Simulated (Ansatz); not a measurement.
# SnTe2: the cost of one run

Computed with Ansatz 0.2.0 (DFT PBE+D3(BJ), scalar-relativistic, plane waves, PAW, unless a step's input says otherwise).

1 further run of the same task is left out (set aside as unsound or not needed). Runs told in other sessions of the task aren't counted.

### 1 The system as given

Symmetry: P6_3mc, No. 186, hexagonal system. Conventional cell: a = 3.677 Å, b = 3.677 Å, c = 12.772 Å, α = 90.00°, β = 90.00°, γ = 120.00°. Sn (site symmetry 3m) is surrounded by 6 Te at 2.55 to 2.63 Å. Te (site symmetry 3m) has 3 Sn at 2.55 Å in its first shell of neighbours. Te (site symmetry 3m) has 3 Sn at 2.63 Å in its first shell of neighbours.

As a file:

```cif
data_structure
_symmetry_space_group_name_H-M 'P6_3mc'
_symmetry_Int_Tables_number 186
_cell_length_a 3.6775
_cell_length_b 3.6775
_cell_length_c 12.7718
_cell_angle_alpha 90.000
_cell_angle_beta 90.000
_cell_angle_gamma 120.000
_cell_volume 149.58
loop_
_atom_site_label
_atom_site_type_symbol
_atom_site_symmetry_multiplicity
_atom_site_Wyckoff_symbol
_atom_site_fract_x
_atom_site_fract_y
_atom_site_fract_z
_atom_site_occupancy
Sn1 Sn 2 a 0.00000 0.00000 0.12123 1
Te1 Te 2 b 0.66667 0.33333 0.23222 1
Te2 Te 2 b 0.33333 0.66667 0.00000 1
```

The cell is invented: sheets of the VSe2 type stacked in turn (P6_3mc, No. 186). The dimensions are guesses.

### 2 Probe: one point on a coarse mesh

The input, input.yaml:

```yaml
crystal:
  lattice:
    - [3.6774947, 0.0, 0.0]
    - [-1.83874735, 3.18480383, 0.0]
    - [0.0, 0.0, 12.77175972]
  atoms:
    - { symbol: Sn, position: [0.0, 0.0, 0.12123485] }
    - { symbol: Sn, position: [0.0, 0.0, 0.62123485] }
    - { symbol: Te, position: [0.66666667, 0.33333333, 0.23222171] }
    - { symbol: Te, position: [0.33333333, 0.66666667, 0.0] }
    - { symbol: Te, position: [0.33333333, 0.66666667, 0.73222171] }
    - { symbol: Te, position: [0.66666667, 0.33333333, 0.5] }
basis:
  ecutwfc: 420
kpoints:
  mp_grid: { grid: [6, 6, 2] }
hamiltonian:
  xc: pbe
  dispersion: d3bj
scf:
  occupations: { method: gaussian, width: 0.1 }
  lower_state_search: "off"
output:
  forces: true
  stress: true
  eigenvalues: true
```

Launch:

```
ansatz run input.yaml --threads 1 --pin off --max-ram 2560MiB --backend cpu --events-out ev --progress --plain --runs-dir out
```

What time and memory should one allow on 1 thread of Intel Xeon at 2.50GHz (Skylake/Cascade Lake), shared host?

About 18 s, with a peak of 0.42 GiB.
